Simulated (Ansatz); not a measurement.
# Ni: strong compression

An exercise on one series of results from a longer session: the logs are not shown, and one member is left open.

Method: DFT, LDA, PAW with Ansatz's default frozen-core files, scalar-relativistic, in Ansatz 0.2.0.

## The structure to begin with

Symmetry: Fm-3m, No. 225, cubic system. Conventional cell: a = 3.524 Å, b = 3.524 Å, c = 3.524 Å, α = 90.00°, β = 90.00°, γ = 90.00°. Around Ni (site symmetry m-3m) lie 12 Ni at 2.49 Å.

Coordinates:

```xyz
1
Lattice="0.0000 1.7620 1.7620 1.7620 0.0000 1.7620 1.7620 1.7620 0.0000" Properties=species:S:1:pos:R:3 pbc="T T T"
Ni    0.0000    0.0000    0.0000
```

Whether this phase is the stable one at these pressures isn't tested.

Set-up of the first run:

input.yaml reads:

```yaml
crystal:
  lattice:
    - [0.0, 1.761958907, 1.761958907]
    - [1.761958907, 0.0, 1.761958907]
    - [1.761958907, 1.761958907, 0.0]
  atoms:
    - { symbol: Ni, position: [0.0, 0.0, 0.0], spin: 1.0 }
magnetization:
  spin_polarized: true
kpoints:
  mp_grid: { grid: [18, 18, 18] }
scf:
  occupations: { method: fermi_dirac, width: 0.08 }
hamiltonian:
  xc: lda
  pseudopotentials: { kind: paw }
output:
  forces: true
  stress: true
relax:
  f_tol: 0.005
  max_steps: 40
  cell: {}
```

Launch:

```sh
$ ansatz run input.yaml --threads 1 --pin off --max-ram 3072MiB --backend cpu --events-out ev --progress --plain --runs-dir out
```

Steps of the session up to this table: Cell relaxed at zero pressure, PAW; Volume scaled by 1, PAW; Volume scaled by 0.94, PAW; Volume scaled by 0.88, PAW; Volume scaled by 0.8, PAW; Volume scaled by 0.72, PAW; Volume scaled by 0.64, PAW; Volume scaled by 0.64, PAW (cutoff 800 eV); Volume scaled by 0.55, PAW; Volume scaled by 0.45, PAW; Volume scaled by 0.45, PAW (cutoff 250 eV).

One table of the session follows, with a row left open; its other results are not shown here.

| method | volume over the first | volume (Å³/atom) | pressure (GPa) | moment Ni (μB) |
| --- | --- | --- | --- | --- |
| PAW | 1 | ? | ? | ? |
| PAW | 0.94 | 9.439 | 18.26 | 0.61 |
| PAW | 0.88 | 8.837 | 44.23 | 0.59 |
| PAW | 0.8 | 8.034 | 96.77 | 0.55 |
| PAW | 0.72 | 7.230 | 181.92 | 0.44 |
| PAW | 0.64 | 6.427 | 323.67 | 0.08 |
| PAW | 0.55 | 5.523 | 615.82 | 0.00 |
| PAW | 0.45 | 4.519 | 1290.76 | 0.00 |
| PAW (cutoff 250 eV) | 0.45 | 4.519 | 1304.63 | 0.00 |
| PAW (cutoff 800 eV) | 0.64 | 6.427 | 323.25 | 0.08 |

Estimate the missing values for PAW, 1.

As computed: volume (Å³/atom): 10.042; pressure (GPa): -0.03; moment Ni (μB): 0.62. In the column «volume (Å³/atom)» it is the highest.

Caveats from the session: Other magnetic orders may lie lower; this is the state that the run reached. Warnings in the runs' records: seeded moment not kept, cutoff below recommended.
